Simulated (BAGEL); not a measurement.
**Al2H4Se (SMILES [AlH2][AlH][SeH]): levels of theory compared**

We compute a comparison of 4 runs (B3LYP/6-31G*, B3LYP/cc-pVDZ, PBE0/cc-pVDZ, RI-MP2/cc-pVDZ) of Al2H4Se. 

The calculation is run with BAGEL 1.2.2.

1 further run of the same task is left out (set aside as unsound or not needed).

## 1. The system as given

Al2H4Se: 7 atoms, total charge 0, spin state singlet. SMILES: `[AlH2][AlH][SeH]`. The coordinates come from a PBE0-D4/def2-TZVP relaxation. This is one conformer, not always the lowest.

Bond lengths: Al1–Al2 2.584 Å, Al2–Se3 2.331 Å, Al1–H4 1.593 Å, Al1–H5 1.593 Å, Al2–H6 1.591 Å, Se3–H7 1.469 Å. Angles: Al1–Al2–Se3 117.0°, Al1–Al2–H6 127.9°, Se3–Al2–H6 115.1°, Al2–Al1–H4 121.5°, Al2–Al1–H5 121.4°, Al2–Se3–H7 93.6°, H4–Al1–H5 117.1°.

## 2. The energy at B3LYP/6-31G(d) (density fitting with qzvpp-jkfit, spherical functions) (run 1)

input.json reads:

```json
{ "bagel" : [

{
  "title" : "molecule",
  "basis" : "6-31gs.json",
  "df_basis" : "qzvpp-jkfit",
  "angstrom" : true,
  "geometry" : [
    { "atom" : "Al", "xyz" : [      -1.578100,       0.539600,      -0.900300 ] },
    { "atom" : "Al", "xyz" : [       0.683400,       0.231600,       0.310300 ] },
    { "atom" : "Se", "xyz" : [       1.280700,      -1.943000,       0.899300 ] },
    { "atom" : "H", "xyz" : [      -1.688000,       0.476100,      -2.487900 ] },
    { "atom" : "H", "xyz" : [      -2.924300,       0.803000,      -0.090900 ] },
    { "atom" : "H", "xyz" : [       1.737000,       1.353100,       0.713600 ] },
    { "atom" : "H", "xyz" : [       2.550600,      -1.528300,       1.510400 ] }
  ]
},

{ "title" : "ks", "xc_func" : "b3lyp" },

{ "title" : "print", "file" : "orbitals.molden", "orbitals" : true }

]}
```

The basis set 6-31G* is read from a file made from the Basis Set Exchange's data (not shown).

On the command line:

```
$ BAGEL_NUM_THREADS=1 BAGEL input.json > input.out
```

Output:

```text
* using 1 threads per process

  ===============================================================
  ===============================================================

  *** Geometry ***

  { "atom" : "Al", "xyz" : [     -2.982177,      1.019696,     -1.701320 ] },
  { "atom" : "Al", "xyz" : [      1.291439,      0.437661,      0.586382 ] },
  { "atom" : "Se", "xyz" : [      2.420172,     -3.671738,      1.699431 ] },
  { "atom" : "H", "xyz" : [     -3.189858,      0.899699,     -4.701450 ] },
  { "atom" : "H", "xyz" : [     -5.526126,      1.517450,     -0.171776 ] },
  { "atom" : "H", "xyz" : [      3.282454,      2.556988,      1.348509 ] },
  { "atom" : "H", "xyz" : [      4.819935,     -2.888068,      2.854242 ] },

  Number of auxiliary basis functions:      594

  Since a DF basis is specified, we compute 2- and 3-index integrals:
    o Being stored without compression. Storage requirement is 0.027 GB

  Number of basis functions:       76
  Number of electrons      :       64

    * METHOD: MOLECULE                             0.40

  *** Kohn-Sham DFT ***

    * Removing 10893 points whose weight is below 1.00e-10
    * Grid points: 93449

  === Nuclear Repulsion ===
   238.4765789126

       - DIIS with orbital gradients will be used.

  === KS iteration (b3lyp / 6-31gs.json) ===
      0      -2795.39558364          0.10613308           0.38
      1      -2486.55697979          0.17125165           0.36
      2      -2594.63668010          0.19872037           0.36
      3      -2832.03664883          0.20475765           0.36
      4      -2875.22201755          0.14414988           0.36
      5      -2879.05220485          0.13635015           0.36
      6      -2880.15941839          0.12603897           0.36
      7      -2546.01091946          0.21051553           0.36
      8      -2864.47325704          0.13895035           0.36
      9      -2873.11273589          0.12287337           0.36
[... 16 lines of this table left out ...]
     26      -2888.57405407          0.00000018           0.38
     27      -2888.57405407          0.00000008           0.38
     28      -2888.57405407          0.00000002           0.38
     29      -2888.57405407          0.00000001           0.38
    * SCF iteration converged.

    * Permanent dipole moment:
           (   -0.082144,    -0.396904,     0.008502) a.u.

    * METHOD: KS                                  11.54

    * METHOD: PRINT                                0.02

  ===============================================================
```

Wall time 12 s (1 thread of Arm Neoverse V1, shared host); peak memory 0.4 GiB.

## 3. A single-point energy at B3LYP/cc-pVDZ (density fitting with qzvpp-jkfit) (run 2)

job.json reads:

```json
{ "bagel" : [

{
  "title" : "molecule",
  "basis" : "cc-pvdz.json",
  "df_basis" : "qzvpp-jkfit",
  "angstrom" : true,
  "geometry" : [
    { "atom" : "Al", "xyz" : [      -1.578100,       0.539600,      -0.900300 ] },
    { "atom" : "Al", "xyz" : [       0.683400,       0.231600,       0.310300 ] },
    { "atom" : "Se", "xyz" : [       1.280700,      -1.943000,       0.899300 ] },
    { "atom" : "H", "xyz" : [      -1.688000,       0.476100,      -2.487900 ] },
    { "atom" : "H", "xyz" : [      -2.924300,       0.803000,      -0.090900 ] },
    { "atom" : "H", "xyz" : [       1.737000,       1.353100,       0.713600 ] },
    { "atom" : "H", "xyz" : [       2.550600,      -1.528300,       1.510400 ] }
  ]
},

{
  "title" : "ks",
  "xc_func" : "b3lyp"
},

{
  "title" : "print",
  "file" : "orbitals.molden",
  "orbitals" : true
}

]}
```

The basis set cc-pVDZ is read from a file made from the Basis Set Exchange's data (not shown).

On the command line:

```
$ BAGEL_NUM_THREADS=1 BAGEL job.json > job.out
```

Output:

```text
* using 1 threads per process

  ===============================================================
  ===============================================================

  *** Geometry ***

  { "atom" : "Al", "xyz" : [     -2.982177,      1.019696,     -1.701320 ] },
  { "atom" : "Al", "xyz" : [      1.291439,      0.437661,      0.586382 ] },
  { "atom" : "Se", "xyz" : [      2.420172,     -3.671738,      1.699431 ] },
  { "atom" : "H", "xyz" : [     -3.189858,      0.899699,     -4.701450 ] },
  { "atom" : "H", "xyz" : [     -5.526126,      1.517450,     -0.171776 ] },
  { "atom" : "H", "xyz" : [      3.282454,      2.556988,      1.348509 ] },
  { "atom" : "H", "xyz" : [      4.819935,     -2.888068,      2.854242 ] },

  Number of auxiliary basis functions:      594

  Since a DF basis is specified, we compute 2- and 3-index integrals:
    o Being stored without compression. Storage requirement is 0.033 GB

  Number of basis functions:       83
  Number of electrons      :       64

    * METHOD: MOLECULE                             0.38

  *** Kohn-Sham DFT ***

    * Removing 10893 points whose weight is below 1.00e-10
    * Grid points: 93449

  === Nuclear Repulsion ===
   238.4765789126

       - DIIS with orbital gradients will be used.

  === KS iteration (b3lyp / cc-pvdz.json) ===
      0      -2857.75215925          0.05773606           0.43
      1      -2728.85976191          0.18100501           0.40
      2      -2754.44377504          0.08082226           0.40
      3      -2717.26998226          0.12263762           0.40
      4      -2868.27691561          0.06384858           0.40
      5      -2881.19588402          0.05905634           0.39
      6      -2887.92298047          0.02870334           0.40
      7      -2887.11785620          0.03522250           0.40
      8      -2885.73837952          0.03952542           0.39
      9      -2888.74266234          0.01133359           0.40
     10      -2888.84870225          0.00540210           0.40
     11      -2888.87405939          0.00087141           0.40
     12      -2888.87455198          0.00025493           0.40
     13      -2888.87459500          0.00008941           0.40
     14      -2888.87460082          0.00002104           0.40
     15      -2888.87460110          0.00000764           0.40
     16      -2888.87460113          0.00000125           0.40
     17      -2888.87460113          0.00000040           0.39
     18      -2888.87460113          0.00000015           0.40
     19      -2888.87460113          0.00000006           0.40
     20      -2888.87460113          0.00000002           0.39
     21      -2888.87460113          0.00000000           0.39
    * SCF iteration converged.

    * Permanent dipole moment:
           (   -0.100545,    -0.292357,    -0.014433) a.u.

    * METHOD: KS                                   9.31

    * METHOD: PRINT                                0.02

  ===============================================================
```

It took 9.9 s on 1 thread of Arm Neoverse V1, shared host; peak memory 0.42 GiB.

Run 3 isn't shown in full; the table further down has it.

## 4. The energy at RI-MP2/cc-pVDZ (density fitting with qzvpp-jkfit) (run 4)

input.json reads:

```json
{ "bagel": [

{
  "title": "molecule",
  "basis": "cc-pvdz.json",
  "df_basis": "qzvpp-jkfit",
  "angstrom": "true",
  "geometry": [
    { "atom": "Al", "xyz": [      -1.578100,       0.539600,      -0.900300 ] },
    { "atom": "Al", "xyz": [       0.683400,       0.231600,       0.310300 ] },
    { "atom": "Se", "xyz": [       1.280700,      -1.943000,       0.899300 ] },
    { "atom": "H", "xyz": [      -1.688000,       0.476100,      -2.487900 ] },
    { "atom": "H", "xyz": [      -2.924300,       0.803000,      -0.090900 ] },
    { "atom": "H", "xyz": [       1.737000,       1.353100,       0.713600 ] },
    { "atom": "H", "xyz": [       2.550600,      -1.528300,       1.510400 ] }
  ]
},

{ "title": "hf" },

{ "title": "mp2", "ncore": 19 }

]}
```

The basis set cc-pVDZ is read from a file made from the Basis Set Exchange's data (not shown).

On the command line:

```
$ BAGEL_NUM_THREADS=1 BAGEL input.json > input.out
```

Output:

```text
* using 1 threads per process

  ===============================================================
  ===============================================================

  *** Geometry ***

  { "atom" : "Al", "xyz" : [     -2.982177,      1.019696,     -1.701320 ] },
  { "atom" : "Al", "xyz" : [      1.291439,      0.437661,      0.586382 ] },
  { "atom" : "Se", "xyz" : [      2.420172,     -3.671738,      1.699431 ] },
  { "atom" : "H", "xyz" : [     -3.189858,      0.899699,     -4.701450 ] },
  { "atom" : "H", "xyz" : [     -5.526126,      1.517450,     -0.171776 ] },
  { "atom" : "H", "xyz" : [      3.282454,      2.556988,      1.348509 ] },
  { "atom" : "H", "xyz" : [      4.819935,     -2.888068,      2.854242 ] },

  Number of auxiliary basis functions:      594

  Since a DF basis is specified, we compute 2- and 3-index integrals:
    o Being stored without compression. Storage requirement is 0.033 GB

  Number of basis functions:       83
  Number of electrons      :       64

    * METHOD: MOLECULE                             0.37

  *** RHF ***

  === Nuclear Repulsion ===
   238.4765789126

      * DIIS with orbital gradients will be used.

  === RHF iteration (cc-pvdz.json) ===
      0      -2885.94794801          0.00555972           0.11
      1      -2885.99274078          0.00175950           0.11
      2      -2885.99739656          0.00032348           0.11
      3      -2885.99750964          0.00007418           0.11
      4      -2885.99751649          0.00001991           0.11
      5      -2885.99751720          0.00000529           0.11
      6      -2885.99751724          0.00000134           0.11
      7      -2885.99751724          0.00000037           0.11
      8      -2885.99751724          0.00000013           0.11
      9      -2885.99751724          0.00000004           0.11
     10      -2885.99751724          0.00000002           0.11
     11      -2885.99751724          0.00000001           0.11
    * SCF iteration converged.

    * Permanent dipole moment:
           (   -0.082934,    -0.467971,     0.017365) a.u.

    * METHOD: HF                                   1.57

  *** RHF ***

  === Nuclear Repulsion ===
   238.4765789126

      * DIIS with orbital gradients will be used.

  === RHF iteration (cc-pvdz.json) ===
      0      -2885.99751724          0.00000000           0.11
    * SCF iteration converged.

    * Permanent dipole moment:
           (   -0.082934,    -0.467971,     0.017364) a.u.

  === DF-MP2 calculation ===

    * freezing 19 orbitals
    * 3-index integral transformation done
    * assembly done

      MP2 correlation energy:   -0.2591127611      0.04

      MP2 total energy:       -2886.2566300046

    * METHOD: MP2                                  0.27

  ===============================================================
```

Wall time 2.3 s (1 thread of Arm Neoverse V1, shared host); peak memory 0.15 GiB.

## 5. The series

| run | level | frozen core orbitals | energy (Eh) | dipole moment (D) | HOMO energy (eV) | LUMO energy (eV) | wall time |
| --- | --- | --- | --- | --- | --- | --- | --- |
| 1 | B3LYP/6-31G* (density fitting with qzvpp-jkfit, spherical functions) | – | -2888.574054 | 1.03 | -6.90 | -2.40 | 12 s |
| 2 | B3LYP/cc-pVDZ (density fitting with qzvpp-jkfit) | – | -2888.874601 | 0.79 | -6.88 | -2.41 | 9.9 s |
| 3 | PBE0/cc-pVDZ (density fitting with qzvpp-jkfit) | – | -2888.277680 | 0.88 | -7.09 | -2.27 | 9 s |
| 4 | RI-MP2/cc-pVDZ (density fitting with qzvpp-jkfit) | 19 | -2886.256630 | – | – | – | 2.3 s |

## 6. Summary of results

| quantity | value |
| --- | --- |
| run 4: total energy | -2886.25663 Eh |
| run 4: correlation energy (19 core orbitals frozen) | -259.1 mEh |

What this shows: Over runs 1, 2, 3 the dipole moment (its size) runs from 0.79 D (B3LYP/cc-pVDZ) to 1.03 D (B3LYP/6-31G*). Over runs 1, 2, 3 the HOMO–LUMO gap runs from 4.47 eV (B3LYP/cc-pVDZ) to 4.82 eV (PBE0/cc-pVDZ). Totals of different functionals can't be ranked against each other. All runs together took 34 s, the longest 12 s.
